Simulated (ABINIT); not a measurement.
RuRh:

```xyz
2
Lattice="2.7094 0.0000 0.0000 -1.3547 2.3464 0.0000 0.0000 0.0000 4.2984" Properties=species:S:1:pos:R:3 pbc="T T T"
Rh    1.3547    0.7821    0.0000
Ru    0.0000    0.0000    2.1492
```

The cell comes from a database or a generator and needn't be the stable form of this composition.

| Item | Value |
| --- | --- |
| Program | ABINIT 10.8.3 (patched build) |
| Task | relaxation of cell and atoms |
| Functional | revPBE |
| Potentials or basis | JTH PAW PBE v2.0 |
| Cutoff | 517 eV |
| k mesh | 11 × 11 × 6 |
| Occupations | fermi-dirac, width 0.05 eV |
| Spin | no spin polarisation |

At the start: pressure 8.0 GPa; volume 13.66 Å³/atom.

Task: How do energy, volume and symmetry change on relaxing?

Result: Over 6 steps the energy falls by 9.1 meV/atom and the volume is 14.04 Å³/atom (+2.8 %); space group P-6m2 (No. 187, to 0.05 Å).

The path:
| step | energy change (eV) | largest force (eV/Å) | pressure (GPa) | volume (Å³) |
| --- | --- | --- | --- | --- |
| 1 | 0.0000 | 0.0000 | 7.95 | 27.33 |
| 2 | -0.0180 | 0.0000 | 0.84 | 28.00 |
| 3 | -0.0182 | 0.0000 | 0.03 | 28.08 |
| 4 | -0.0183 | 0.0000 | -0.02 | 28.09 |
| 5 | -0.0183 | 0.0000 | -0.02 | 28.09 |
| 6 | -0.0183 | 0.0000 | 0.00 | 28.08 |

Final structure:
```xyz
2
Lattice="2.7353 0.0000 0.0000 -1.3676 2.3688 0.0000 0.0000 0.0000 4.3343" Properties=species:S:1:pos:R:3 pbc="T T T"
Rh    1.3676    0.7896    0.0000
Ru    0.0000    0.0000    2.1672
```

Caveat: the PAW data sets were made with another functional, which shifts forces and pressure a little.
